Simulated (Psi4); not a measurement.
# Si2H4ClF (SMILES F[SiH]([SiH3])Cl): a chain of runs

Wanted: a structure relaxation (B3LYP-D3(BJ)/def2-TZVP), then vibrational wavenumbers of Si2H4ClF. 

The calculation is run with Psi4 1.11.

## Step 1: Starting point

Si2H4ClF: 8 atoms, total charge 0, spin state singlet. SMILES: `F[SiH]([SiH3])Cl`. The coordinates come from a PBE0-D4/def2-TZVP (4 decimals) relaxation. The run starts from this shape.

Bond lengths: F1–Si2 1.597 Å, Si2–Si3 2.339 Å, Si2–Cl4 2.049 Å, Si2–H5 1.481 Å, Si3–H6 1.487 Å, Si3–H7 1.486 Å, Si3–H8 1.485 Å. Some angles: F1–Si2–Si3 109.8°, F1–Si2–Cl4 107.9°, Si3–Si2–Cl4 109.0°, F1–Si2–H5 107.2°, Si3–Si2–H5 115.4°, Cl4–Si2–H5 107.3°, Si2–Si3–H6 110.0°, Si2–Si3–H7 108.3°, Si2–Si3–H8 109.2°, H6–Si3–H7 109.5°.

## Step 2: A structure relaxation at B3LYP-D3(BJ)/def2-TZVP (density fitting) (run 1)

clfh4si2.sdf

```

     RDKit          3D

  8  7  0  0  0  0  0  0  0  0999 V2000
   -1.3290    1.7968    0.1612 F   0  0  0  0  0  0  0  0  0  0  0  0
   -0.3829    0.8128   -0.6677 Si  0  0  1  0  0  4  0  0  0  0  0  0
    0.5390   -0.7930    0.7613 Si  0  0  0  0  0  4  0  0  0  0  0  0
   -1.5341   -0.1301   -2.0759 Cl  0  0  0  0  0  0  0  0  0  0  0  0
    0.5966    1.6554   -1.3923 H   0  0  0  0  0  0  0  0  0  0  0  0
    1.3557   -0.1311    1.8123 H   0  0  0  0  0  0  0  0  0  0  0  0
    1.4035   -1.6938   -0.0444 H   0  0  0  0  0  0  0  0  0  0  0  0
   -0.5566   -1.5741    1.3896 H   0  0  0  0  0  0  0  0  0  0  0  0
  2  1  1  0
  3  2  1  0
  4  2  1  0
  2  5  1  6
  6  3  1  0
  7  3  1  0
  8  3  1  0
M  END
$$$$
```

job.py

```python
import psi4
from rdkit import Chem

psi4.set_memory('1600 MB')
psi4.set_num_threads(1)
psi4.set_output_file('psi4.out', False)

rd = Chem.SDMolSupplier('clfh4si2.sdf', removeHs=False, sanitize=False)[0]
xyz = rd.GetConformer().GetPositions()
atoms = '\n'.join(f'{a.GetSymbol()} {x:.4f} {y:.4f} {z:.4f}' for a, (x, y, z) in zip(rd.GetAtoms(), xyz))
mol = psi4.geometry('0 1\n' + atoms + '')

psi4.set_options(dict(basis='def2-TZVP', geom_maxiter=60))

e, wfn = psi4.optimize("b3lyp-d3bj2b", return_wfn=True)
print(f'b3lyp-d3bj2b energy: {e:.10f} Eh')
mol.save_xyz_file('final.xyz', False)
```

The run is started by

```bash
$ python job.py
```

psi4.out:

```text
[...]
  Running in c1 symmetry.
[...]
  Nuclear repulsion =  276.204993495700592
[...]
  Multiplicity = 1
[...]
  Nalpha       = 29
  Nbeta        = 29
[...]
    Number of basis functions: 166
[...]
   @DF-RKS iter   1: -1141.57848118932134   -3.44598e-01   3.73248e-03 DIIS/ADIIS
[...]
   @DF-RKS iter   7: -1141.69300396979884   -2.50111e-12   2.46069e-09 DIIS
[...]
  @DF-RKS Final Energy: -1141.69300396979884
   => Energetics <=
    Nuclear Repulsion Energy =            275.2800496414601525
    One-Electron Energy =               -2128.7916807301730842
    Two-Electron Energy =                 778.0803430685251669
    DFT Exchange-Correlation Energy =     -66.2487008868830287
    Empirical Dispersion Energy =          -0.0130150627282974
    VV10 Nonlocal Energy =                  0.0000000000000000
    Total Energy =                      -1141.6930039697990651
[...]
 Multipole Moments:
 ------------------------------------------------------------------------------------
     Multipole            Electronic (a.u.)      Nuclear  (a.u.)        Total (a.u.)
 ------------------------------------------------------------------------------------
 L = 1.  Multiply by 2.5417464519 to convert [e a0] to [Debye]
 Dipole X            :         -5.9287197            6.5185292            0.5898095
 Dipole Y            :          3.4945969           -3.7111500           -0.2165531
 Dipole Z            :         -4.3381376            4.5133139            0.1751763
 Magnitude           :                                                    0.6522708
[...]
  -Total Gradient:
     Atom            X                  Y                   Z
    ------   -----------------  -----------------  -----------------
       1        0.000005476842     0.000026399557    -0.000014484841
       2        0.000009282719    -0.000062636832    -0.000108492816
       3        0.000035877178     0.000016076248    -0.000002952324
       4        0.000078039060    -0.000014967429    -0.000005338502
       5        0.000069414388    -0.000033487323     0.000003616291
       6        0.000011700631    -0.000023495830     0.000012014962
       7        0.000024610728    -0.000027550270     0.000024098487
       8        0.000011855653    -0.000011758992     0.000006164187
[...]
    Final optimized geometry and variables:
    Molecular point group: c1
    Full point group: C1
    Geometry (in Angstrom), charge = 0, multiplicity = 1:
    F           -0.691527370270     1.557972714615     0.737235236001
    SI           0.251190813021     0.563600636470    -0.096465709882
    SI           1.171861371499    -1.045234943468     1.335160090472
    CL          -0.916412817289    -0.381776033187    -1.508409308017
    H            1.227823912784     1.398776040035    -0.823219250170
    H            1.977949005493    -0.383486705077     2.387972562212
    H            2.042918739766    -1.937309905412     0.535120381589
    H            0.080799066117    -1.830516997642     1.954588957682
[...]
```

On the terminal:

```text
Optimizer: Optimization complete!
b3lyp-d3bj2b energy: -1141.6930039698 Eh
```

It took 96 s on 1 thread of AMD EPYC, shared host; peak memory 1 GiB.

Step by step:

```csv
step,energy from the first frame kept (eV),largest force (eV/Å)
0,0.0000,0.2964
1,-0.0028,0.0997
2,-0.0031,0.0208
3,-0.0031,0.0065
```

After the run. Bond lengths: F1–Si2 1.604 Å, Si2–Si3 2.342 Å, Si2–Cl4 2.062 Å, Si2–H5 1.476 Å, Si3–H6 1.482 Å, Si3–H7 1.481 Å, Si3–H8 1.480 Å. Some angles: F1–Si2–Si3 109.8°, F1–Si2–Cl4 107.9°, Si3–Si2–Cl4 109.0°, F1–Si2–H5 107.1°, Si3–Si2–H5 115.4°, Cl4–Si2–H5 107.3°, Si2–Si3–H6 110.0°, Si2–Si3–H7 108.3°, Si2–Si3–H8 109.3°, H6–Si3–H7 109.4°.

## Step 3: Vibrational wavenumbers at B3LYP-D3(BJ)/def2-TZVP (density fitting) (run 2)

clfh4si2.inp

```
memory 1600 MB

molecule {
  0 1
  F
  Si 1 1.603918
  Si 2 2.342122 1 109.82711
  Cl 2 2.061703 1 107.90189 3 118.74599
  H 2 1.476313 1 107.09635 4 115.20173
  H 3 1.481926 2 109.95839 5 61.17049
  H 3 1.481418 6 109.4349 2 118.89058
  H 3 1.480127 7 109.8741 6 -120.76779
}

set {
  t 900.0
  rotational_symmetry_number 1
}

frequencies('b3lyp-d3bj2b/def2-TZVP')
```

The run is started by

```bash
$ psi4 -n 1 clfh4si2.inp clfh4si2.out
```

clfh4si2.out:

```text
Psi4 1.11 release

         ----------------------------------------------------------
                                   FINDIF
         ----------------------------------------------------------

  Using finite-differences of gradients to determine vibrational frequencies and
  normal modes. Resulting frequencies are only valid at stationary points.
    Generating geometries for use with 3-point formula.
    Displacement size will be 5.00e-03.
    Number of atoms is 8.
    Number of irreps is 1.
    Number of SALCs is 21.
    Translations projected? 1. Rotations projected? 0.
    Index of SALCs per irrep:
      1 :  0  1  2  3  4  5  6  7  8  9  10  11  12  13  14  15  16  17  18  19  20
    Number of SALCs per irrep:
      Irrep 1: 21
    Number of geometries (including reference) is 43.
    Number of displacements per irrep:
      Irrep 1: 42
 43 displacements needed ...

[... 197 lines left out ...]
   @DF-RKS iter SAD: -1141.21961864913897   -1.14122e+03   0.00000e+00
[... 10 lines left out ...]
   @DF-RKS iter  11: -1141.69300396980157   -9.54969e-12   4.70228e-09 DIIS
[... 57 lines left out ...]
 Dipole X            :          3.2829057           -3.6444260           -0.3615203
[... 151 lines left out ...]
   @DF-RKS iter   7: -1141.69300294735626   -1.21370e-06   2.39817e-06 DIIS
[... 24 lines left out ...]
    DFT Exchange-Correlation Energy =     -66.2483913639003674
[... 145 lines left out ...]
   @DF-RKS iter   2: -1141.54453262388051    3.46101e-02   4.28157e-03 ADIIS/DIIS
[... 35 lines left out ...]
    Final Occupation by Irrep:
[... 32 lines left out ...]
 Dipole Z            :         -3.3962834            3.7861345            0.3898511
[... 29 lines left out ...]
    Radial Scheme          =       TREUTLER
    Pruning Scheme         =           NONE
    Nuclear Scheme         =       TREUTLER

    Blocking Scheme        =         OCTREE
    BS radius alpha        =              1
    Pruning alpha          =              1
    Radial Points          =             75
    Spherical Points       =            302
    Total Points           =         172481
    Total Blocks           =           1364
    Max Points             =            256
    Max Functions          =            155
    Weights Tolerance      =       1.00E-15

  -Total Gradient:
     Atom            X                  Y                   Z
    ------   -----------------  -----------------  -----------------
       1       -0.000016587505     0.000023990447    -0.000004572655
       2        0.000049624748     0.000057192668     0.000100430782
       3        0.000326746322    -0.000200807453    -0.000127752165
[... 4 lines of this table left out ...]
       8       -0.000462955865     0.000211190110     0.000205225607

	total time  =          6 seconds =       0.10 minutes

    Psi4 run time: 0:00:27.03

[set-up sections that repeat, and orbital energies of the middle runs, are left out above]
```

Run time: 18 min. Hardware: 1 thread of AMD EPYC, shared host.

Time ran out before the run finished.

## Step 4: Outcome

```
                                              quantity                value
run 1, B3LYP-D3(BJ)/def2-TZVP: total energy at the end       -1141.69300 Eh
          run 1, B3LYP-D3(BJ)/def2-TZVP: dipole moment               1.66 D
            run 1, B3LYP-D3(BJ)/def2-TZVP: HOMO energy             -8.21 eV
            run 1, B3LYP-D3(BJ)/def2-TZVP: LUMO energy             -0.77 eV
          run 1, B3LYP-D3(BJ)/def2-TZVP: HOMO–LUMO gap              7.45 eV
      run 1, B3LYP-D3(BJ)/def2-TZVP: dispersion energy        -34.17 kJ/mol
                         run 2, B3LYP-D3(BJ)/def2-TZVP  no result (timeout)
```

In words: The optimisation (run 1, B3LYP-D3(BJ)/def2-TZVP) took 4 steps and changed the energy by -0.003 eV. 1 of the 2 runs did not end normally.
